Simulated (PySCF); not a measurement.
# ZrOF: relaxation and vibrations of the doublet

The task is one start of a wider search on ZrOF: the doublet, from a linear start. It is relaxed, tested by its Hessian and followed downhill if it is a saddle.

Computed with PySCF 2.14.0. Level: PBE0, basis Zr def2-TZVP with ECP28, O def2-TZVP, F def2-TZVP, scalar-relativistic core potentials, no spin–orbit coupling, density fitting.

**1. The starting structure**

3 atoms, charge 0, spin multiplicity 2.

Bond lengths: Zr1–O2 1.840 Å, Zr1–F3 2.180 Å. Angles: O2–Zr1–F3 180.0°.

```xyz
3
charge 0 multiplicity 2
Zr    0.0000    0.0000    0.0000
O     0.0000    0.0000   -1.8400
F     0.0000    0.0000    2.1800
```

**2. The SCF at the typed geometry**

One driver script runs all steps and calls PySCF; scf.py shows how it sets up the SCF of each step. The optimiser is the driver's own. After this first run the driver tries any further starts and a stability analysis.

Input file scf.py:

```python
from pyscf import gto, scf, dft
mol = gto.M(atom='''
Zr     0.000000     0.000000     0.000000
O      0.000000     0.000000    -1.840000
F      0.000000     0.000000     2.180000''',
    basis={'Zr': 'def2-TZVP', 'O': 'def2-TZVP', 'F': 'def2-TZVP'},
    ecp={'Zr': 'def2-TZVP'},
    charge=0, spin=1)
mf = dft.UKS(mol, xc='PBE0')
mf.grids.atom_grid = (50, 194)
aux = {'Zr': 'def2-universal-JKFIT', 'O': 'def2-universal-JKFIT', 'F': 'def2-universal-JKFIT'}
mf = mf.density_fit(auxbasis=aux)
mf.conv_tol = 1e-08
mf.diis_space = 10
mf.max_cycle = 60
mf.init_guess = 'minao'
mf.verbose = 4
mf.kernel()
```

Command:

```sh
> OMP_NUM_THREADS=4 python axn.py task.json out
```

The program printed:

```text
init E= -216.375745426656
[... the frontier-level lines of each cycle are left out ...]
cycle= 1 E= -221.82027207241  delta_E= -5.44  |g|= 0.731  |ddm|=  3.2
cycle= 2 E= -220.618145864238  delta_E=  1.2  |g|= 1.78  |ddm|=  1.5
cycle= 3 E= -221.901102698513  delta_E= -1.28  |g|= 0.544  |ddm|= 1.25
cycle= 4 E= -222.034617276519  delta_E= -0.134  |g|= 0.14  |ddm|= 0.341
cycle= 5 E= -222.038275036739  delta_E= -0.00366  |g|= 0.0846  |ddm|= 0.102
cycle= 6 E= -222.040645456999  delta_E= -0.00237  |g|= 0.0179  |ddm|= 0.0526
cycle= 7 E= -222.040797610256  delta_E= -0.000152  |g|= 0.00367  |ddm|= 0.012
cycle= 8 E= -222.040807577818  delta_E= -9.97e-06  |g|= 0.000984  |ddm|= 0.00397
cycle= 9 E= -222.040810152322  delta_E= -2.57e-06  |g|= 0.00051  |ddm|= 0.00238
cycle= 10 E= -222.04081116045  delta_E= -1.01e-06  |g|= 0.000142  |ddm|= 0.00185
cycle= 11 E= -222.040811231734  delta_E= -7.13e-08  |g|= 6.46e-05  |ddm|= 0.000555
cycle= 12 E= -222.040811235637  delta_E= -3.9e-09  |g|= 3.2e-05  |ddm|= 0.000121
Extra cycle  E= -222.040811232102  delta_E= 3.54e-09  |g|= 0.000103  |ddm|= 6.74e-05
converged SCF energy = -222.040811232102  <S^2> = 0.75805518  2S+1 = 2.008039
```

This step, with its further starts and checks, took 12 s on 4 threads of Arm Neoverse V2, shared host.

Energies from each starting density:

```csv
start,energy (Eh)
the minimal-basis guess,-222.040811
a thermally smeared density,-222.030031
a smeared PBE density,-222.030031
```

No lower solution of this spin turned up from the other starts or in the test of internal stability.

**3. Relaxation: linear start, doublet**

The program finds C∞v symmetry in the start, which this walk keeps.

Edit scf.py of step 2 so:

```diff
@@ -3,3 +3,3 @@
-Zr     0.000000     0.000000     0.000000
-O      0.000000     0.000000    -1.840000
-F      0.000000     0.000000     2.180000''',
+Zr     0.000000     0.000000    -0.095965
+O      0.000000     0.000000    -1.935965
+F      0.000000     0.000000     2.084035''',
@@ -16 +15,0 @@
-mf.init_guess = 'minao'
```

The optimiser's trace:

```csv
step,energy (Eh),change (kJ/mol),largest symmetric gradient (Eh/bohr)
0,-222.040812,0.00,0.06129
1,-222.049128,-21.83,0.01545
2,-222.049490,-22.78,0.00471
3,-222.049512,-22.84,0.00036
4,-222.049512,-22.84,0.00001
```

The walk took 6.9 s.

Positions (Å) and forces (eV/Å) along the way:

```
step 0
Zr   0.000   0.000  -0.096   0.000   0.000  -1.418
O    0.000   0.000  -1.936   0.000   0.000   3.151
F    0.000   0.000   2.084   0.000   0.000  -1.734
step 1
Zr   0.000   0.000  -0.096   0.000   0.000   0.794
O    0.000   0.000  -1.852   0.000   0.000  -0.315
F    0.000   0.000   2.000   0.000   0.000  -0.480
step 2
Zr   0.000   0.000  -0.084   0.000   0.000   0.242
O    0.000   0.000  -1.846   0.000   0.000  -0.157
F    0.000   0.000   1.982   0.000   0.000  -0.085
step 3
Zr   0.000   0.000  -0.080   0.000   0.000  -0.019
O    0.000   0.000  -1.847   0.000   0.000   0.015
F    0.000   0.000   1.979   0.000   0.000   0.004
step 4
Zr   0.000   0.000  -0.080   0.000   0.000   0.000
O    0.000   0.000  -1.847   0.000   0.000  -0.001
F    0.000   0.000   1.979   0.000   0.000   0.000
```

It settles in C∞v symmetry, 22.8 kJ/mol below the start, after 4 steps: Zr–F 2.060 Å, Zr–O 1.766 Å; F–Zr–O 180.0°.

**4. Hessian and properties**

On the finer grid the gradient is checked again; gradients at displacements of ±0.02 bohr then give force constants and infrared intensities.

Edit scf.py of step 3 so:

```diff
@@ -3,3 +3,3 @@
-Zr     0.000000     0.000000    -0.095965
-O      0.000000     0.000000    -1.935965
-F      0.000000     0.000000     2.084035''',
+Zr     0.000000    -0.000000    -0.087232
+O      0.000000    -0.000000    -1.853501
+F     -0.000000     0.000000     1.972916''',
@@ -10 +10 @@
-mf.grids.atom_grid = (50, 194)
+mf.grids.atom_grid = (75, 302)
@@ -13 +13 @@
-mf.conv_tol = 1e-08
+mf.conv_tol = 1e-10
```

This SCF starts from the last density.

Log of the central SCF (cycles and frontier levels):

```text
init E= -222.049564360355
[... the frontier-level lines of each cycle are left out ...]
cycle= 1 E= -222.049564360363  delta_E= -7.9e-12  |g|= 4.11e-06  |ddm|= 1.04e-05
Extra cycle  E= -222.049564360325  delta_E= 3.88e-11  |g|= 1.22e-05  |ddm|= 1.25e-05
converged SCF energy = -222.049564360325  <S^2> = 0.75683063  2S+1 = 2.006819
```

The whole step took 24 s.

Geometry: C∞v; Zr–F 2.060 Å, Zr–O 1.766 Å; F–Zr–O 180.0°.

Harmonic modes (main isotopes):

| ω (cm⁻¹) | IR (km/mol) | μ (u) | type |
| --- | --- | --- | --- |
| 164i | 79.5 | 21.91 | bend |
| 164i | 79.5 | 21.91 | bend |
| 523 | 176 | 21.49 | stretch |
| 922 | 311 | 17.95 | stretch |

μ is the mass of the mode for normalised Cartesian displacements, not the reduced mass of the usual diatomic formula.

With 2 modes imaginary (up to 164i cm⁻¹) this point is a saddle.

Here the density breaks the symmetry of the frame, and no labels are given; pairs that should be degenerate can split.

Properties at this point:

```
Dipole moment                                                   : 0.89 D
Highest occupied level                                          : -5.29 eV
Lowest empty level                                              : -3.14 eV
Rotational constants                                            : 0.1301 cm⁻¹
Zero-point energy (real modes)                                  : 8.6 kJ/mol
Principal polarisabilities                                      : 29.9, 30.1, 43.6 bohr³
Atomisation energy without zero-point energy                    : 1241 kJ/mol
Principal traceless quadrupole moments about the centre of mass : -24.96, 12.46, 12.49 D Å
Spin squared ⟨S²⟩                                               : 0.757
```

Populations by atom (charges in e):

| atom | Mulliken | Löwdin | polar tensor | spin (Mulliken) | Mayer order to Zr1 |
| --- | --- | --- | --- | --- | --- |
| Zr1 | 1.25 | 0.81 | 2.10 | 1.11 | – |
| O2 | -0.65 | -0.38 | -1.19 | -0.10 | 2.07 |
| F3 | -0.60 | -0.42 | -0.91 | -0.01 | 0.67 |

Mulliken populations on Zr1 (outside its core potential): s 2.06, p 6.20, d 2.39, f 0.10.

**5. Leaving the saddle point**

The start is the last point, displaced along its most imaginary mode.

The program finds Cs symmetry in the start, which this walk keeps.

Edit scf.py of step 4 so:

```diff
@@ -3,3 +3,3 @@
-Zr     0.000000    -0.000000    -0.087232
-O      0.000000    -0.000000    -1.853501
-F     -0.000000     0.000000     1.972916''',
+Zr    -0.001378    -0.039629    -0.087177
+O      0.004171     0.119927    -1.853446
+F      0.003011     0.086565     1.972971''',
@@ -10 +10 @@
-mf.grids.atom_grid = (75, 302)
+mf.grids.atom_grid = (50, 194)
@@ -13 +13 @@
-mf.conv_tol = 1e-10
+mf.conv_tol = 1e-08
```

Steps of the walk:

```csv
step,energy (Eh),change (kJ/mol),largest symmetric gradient (Eh/bohr)
0,-222.050550,0.00,0.00925
1,-222.051912,-3.58,0.01223
2,-222.054506,-10.39,0.01568
3,-222.059087,-22.41,0.01774
4,-222.065558,-39.40,0.02752
5,-222.072677,-58.10,0.03179
6,-222.088704,-100.17,0.04410
7,-222.092054,-108.97,0.03058
8,-222.093362,-112.40,0.00532
9,-222.093417,-112.55,0.00051
10,-222.093419,-112.55,0.00011
```

The walk took 28 s.

Geometry (Å) and forces (eV/Å) at some steps:

```
step 0
Zr  -0.001  -0.040  -0.087  -0.017  -0.367  -0.195
O    0.004   0.120  -1.853   0.008   0.181   0.475
F    0.003   0.087   1.973   0.009   0.186  -0.280
step 1
Zr  -0.003  -0.078  -0.087  -0.030  -0.628   0.088
O    0.005   0.140  -1.837   0.015   0.341   0.110
F    0.004   0.104   1.957   0.014   0.288  -0.198
step 5
Zr  -0.013  -0.374  -0.081  -0.007  -0.456  -0.469
O    0.010   0.299  -1.723   0.003   0.122   1.633
F    0.008   0.242   1.836   0.004   0.334  -1.164
step 10
Zr  -0.023  -0.652  -0.080  -0.011  -0.005  -0.004
O    0.015   0.442  -1.413  -0.002   0.007  -0.002
F    0.013   0.377   1.526   0.013  -0.002   0.006
```

End point (Cs, 10 steps, 112.6 kJ/mol gained): Zr–F 1.908 Å, Zr–O 1.725 Å; F–Zr–O 107.9°.

**6. Hessian and properties**

As before: finer grid, then central differences.

Edit scf.py of step 5 so:

```diff
@@ -3,3 +3,3 @@
-Zr    -0.001378    -0.039629    -0.087177
-O      0.004171     0.119927    -1.853446
-F      0.003011     0.086565     1.972971''',
+Zr    -0.010280    -0.295569    -0.073322
+O      0.027731     0.797325    -1.407839
+F      0.025452     0.731800     1.533645''',
@@ -10 +10 @@
-mf.grids.atom_grid = (50, 194)
+mf.grids.atom_grid = (75, 302)
@@ -13 +13 @@
-mf.conv_tol = 1e-08
+mf.conv_tol = 1e-10
```

Log of the central SCF (cycles and frontier levels):

```text
init E= -222.093555603754
[... the frontier-level lines of each cycle are left out ...]
cycle= 1 E= -222.093555603733  delta_E= 2.04e-11  |g|= 7.69e-06  |ddm|= 5.38e-06
Extra cycle  E= -222.093555603534  delta_E= 1.99e-10  |g|= 2.39e-05  |ddm|= 1.53e-05
converged SCF energy = -222.093555603534  <S^2> = 0.75334219  2S+1 = 2.0033394
```

The whole step took 33 s on 4 threads of Arm Neoverse V2, shared host.

Geometry: Cs; Zr–F 1.908 Å, Zr–O 1.725 Å; F–Zr–O 108.1°.

Modes, for the most abundant isotopes:

```json
{"symmetry": "a'", "ω (cm⁻¹)": "228", "IR (km/mol)": "8.6", "μ (u)": "19.36"}
{"symmetry": "a'", "ω (cm⁻¹)": "653", "IR (km/mol)": "151", "μ (u)": "22.28"}
{"symmetry": "a'", "ω (cm⁻¹)": "992", "IR (km/mol)": "226", "μ (u)": "18.27"}
```

μ is the mass of the mode for normalised Cartesian displacements, not the reduced mass of the usual diatomic formula.

Every mode is real; the point is a minimum.

Constants and moments:

* Dipole moment: 4.59 D
* Highest occupied level: -5.42 eV
* Lowest empty level: -2.65 eV
* Rotational constants: 0.6095, 0.2177, 0.1604 cm⁻¹
* Zero-point energy: 11.2 kJ/mol
* Principal polarisabilities: 57.0, 93.8, 114.0 bohr³
* Atomisation energy without zero-point energy: 1357 kJ/mol
* Principal traceless quadrupole moments about the centre of mass: -7.97, 3.56, 4.41 D Å
* Entropy at 298.15 K and 1 bar (electronic part: spin only): 284.4 J/(mol K)
* Heat capacity Cp at 298.15 K: 46.3 J/(mol K)
* Enthalpy at 298.15 K above 0 K: 11.73 kJ/mol
* Rotational symmetry number: 1
* Spin squared ⟨S²⟩: 0.753

Charges (e) and bond orders:

```json
{"atom": "Zr1", "Mulliken": "1.03", "Löwdin": "0.58", "polar tensor": "1.61", "spin (Mulliken)": "1.07", "Mayer order to Zr1": "–"}
{"atom": "O2", "Mulliken": "-0.56", "Löwdin": "-0.32", "polar tensor": "-0.91", "spin (Mulliken)": "-0.05", "Mayer order to Zr1": "2.17"}
{"atom": "F3", "Mulliken": "-0.46", "Löwdin": "-0.26", "polar tensor": "-0.70", "spin (Mulliken)": "-0.01", "Mayer order to Zr1": "0.91"}
```

Outer orbital energies (eV). α occupied: -23.68, -12.17, -11.73, -11.63, -9.30, -9.19, -9.00, -5.42; empty: -2.56, -2.47, -1.04, -0.56. β occupied: -30.86, -23.75, -12.17, -11.73, -11.65, -9.34, -9.22, -9.00; empty: -2.65, -1.78, -1.64, -0.46.

Mulliken populations on Zr1 (outside its core potential): s 2.65, p 6.20, d 2.03, f 0.10.

**7. All stationary points**

| spin | group | bonds | imaginary modes (cm⁻¹) | ΔE (kJ/mol) | with zero-point energy |
| --- | --- | --- | --- | --- | --- |
| doublet | Cs | Zr–F 1.908 Å, Zr–O 1.725 Å | none | 0.0 | 0.0 |
| doublet | C∞v (density of lower symmetry) | Zr–F 2.060 Å, Zr–O 1.766 Å | 164i, 164i | 115.5 | – |

**8. What came out**

| quantity | value |
| --- | --- |
| minimum | doublet, Cs |
| geometry | Zr–F 1.908 Å, Zr–O 1.725 Å; F–Zr–O 108.1° |
| wavenumbers (cm⁻¹) | 228 (a'), 653 (a'), 992 (a') |
| dipole moment | 4.59 D |
| highest occupied, lowest empty level (either spin) | -5.42, -2.65 eV |
| polar-tensor charge of Zr1 | +1.61 e |
| zero-point energy | 11.2 kJ/mol |
| entropy at 298.15 K | 284.4 J/(mol K) |
| atomisation energy (no zero-point energy) | 1357 kJ/mol |
| ⟨S²⟩ | 0.753 |

What this shows: The linear start (C∞v) ends in a minimum of Cs symmetry, after a stop at a second-order saddle point 115.5 kJ/mol higher, from which it was pushed off along an imaginary mode. The strongest infrared band lies at 992 cm⁻¹ (a', stretch). Most of the spin sits on Zr1 (Mulliken spin 1.07, against 1 for the whole molecule). Other starts or spin states, not run here, may lie lower. One determinant may miss the lowest occupation of an open d or f shell.

The search up to here took 1.7 min.
